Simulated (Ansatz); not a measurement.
# BFGeH3NO: the cost of one run

Program: Ansatz 0.2.0. Level of theory: RHF/def2-SVP. These are calculated values, not measurements.

## 1. The starting structure

Bond lengths: N1–Ge2 1.824 Å, Ge2–F3 1.726 Å, Ge2–B4 2.027 Å, Ge2–O5 1.742 Å, B4–O5 1.419 Å, N1–H6 1.053 Å, N1–H7 1.083 Å, B4–H8 1.211 Å. Angles: N1–Ge2–F3 114.3°, N1–Ge2–B4 122.0°, N1–Ge2–O5 108.6°, F3–Ge2–B4 122.1°, F3–Ge2–O5 107.1°, B4–Ge2–O5 43.4°, Ge2–N1–H6 110.4°, Ge2–N1–H7 106.7°, H6–N1–H7 101.3°, Ge2–B4–O5 57.5°, Ge2–B4–H8 136.5°, O5–B4–H8 144.9°, Ge2–O5–B4 79.1°.

As a file:

```xyz
8

N     0.2984    1.3408    0.7662
Ge    0.5845   -0.2662   -0.0473
F     2.1577   -0.9247    0.2170
B    -0.9379   -1.3784   -0.7911
O    -0.5636   -1.4175    0.5767
H     1.0146    2.0446    0.4496
H    -0.6066    1.7514    0.3359
H    -1.8549   -1.2070   -1.5628
```

## 2. Relaxing end A

Input file input.yaml:

```yaml
crystal:
  periodic: [false, false, false]
  atoms:
    - { symbol: "N", position_ang: [0.2984, 1.3408, 0.7662] }
    - { symbol: Ge, position_ang: [0.5845, -0.2662, -0.0473] }
    - { symbol: F, position_ang: [2.1577, -0.9247, 0.217] }
    - { symbol: B, position_ang: [-0.9379, -1.3784, -0.7911] }
    - { symbol: O, position_ang: [-0.5636, -1.4175, 0.5767] }
    - { symbol: H, position_ang: [1.0146, 2.0446, 0.4496] }
    - { symbol: H, position_ang: [-0.6066, 1.7514, 0.3359] }
    - { symbol: H, position_ang: [-1.8549, -1.207, -1.5628] }
basis:
  gaussian: { orbitals: def2-SVP }
hamiltonian:
  xc: hf
relax:
  f_tol: 0.015
  max_steps: 40
output:
  orbitals: {}
```

Started as:

```bash
> ansatz run input.yaml --threads 1 --pin off --max-ram 2048MiB --backend cpu --events-out ev --progress --plain --runs-dir out
```

Q: Estimate wall time and peak memory on 1 thread of an Arm CPU, shared host.

About 2.2 min, with a peak of 0.22 GiB.
